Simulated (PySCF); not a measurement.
# C5H4ClO: the cost of one run

Programs: PySCF 2.14.0, with density-fitted response routines of our own. Each step states its level of theory. These are calculated values for one molecule, in the gas phase or a continuum, unless marked as measured. Atoms count from 0, in the outputs and in this text.

## (1) The starting structure

11 atoms, charge 1, multiplicity 1; geometry from: GFN2-xTB. The atoms were then displaced at random by about 0.01 Å, so the start is not that level's minimum.

Bonds of the start (Å): Cl0–C1 1.65, C1–C2 1.41, C2–C3 1.41, C3–O4 1.28, O4–C5 1.32, C5–C6 1.36, C6–C1 1.43, C2–H7 1.04, C3–H8 1.09, C5–H9 1.08, C6–H10 1.07.

## (2) Optimising the geometry at PBE0-D3(BJ)/def2-SVP

The job: settings as JSON, then the geometry in Å.

```
{"job": {"xc": "PBE0", "basis": "def2-SVP", "d3": "d3bj", "grid": 1, "shake": 0.01, "kind": "geom"}, "charge": 1, "multiplicity": 1}
Cl    -1.945710     2.013650     0.004320
C     -0.806700     0.826590    -0.004020
C     -1.179620    -0.536280    -0.021000
C     -0.129130    -1.471130    -0.017080
O      1.108370    -1.157860    -0.014550
C      1.475120     0.114750     0.004690
C      0.585660     1.138120     0.007720
H     -2.179820    -0.829280    -0.023680
H     -0.345940    -2.536680    -0.002790
H      2.550900     0.250700     0.026240
H      0.905000     2.161590     0.024490
```

Command:

```
OMP_NUM_THREADS=1 python probes_run.py task.json out
```

One launch serves the whole session: the jobs run in the order shown.

**Question.** How long does this first job take on 1 thread of AMD EPYC 7B13, shared host, and how much memory does it need?

About 41 s, with a peak of 0.53 GiB.
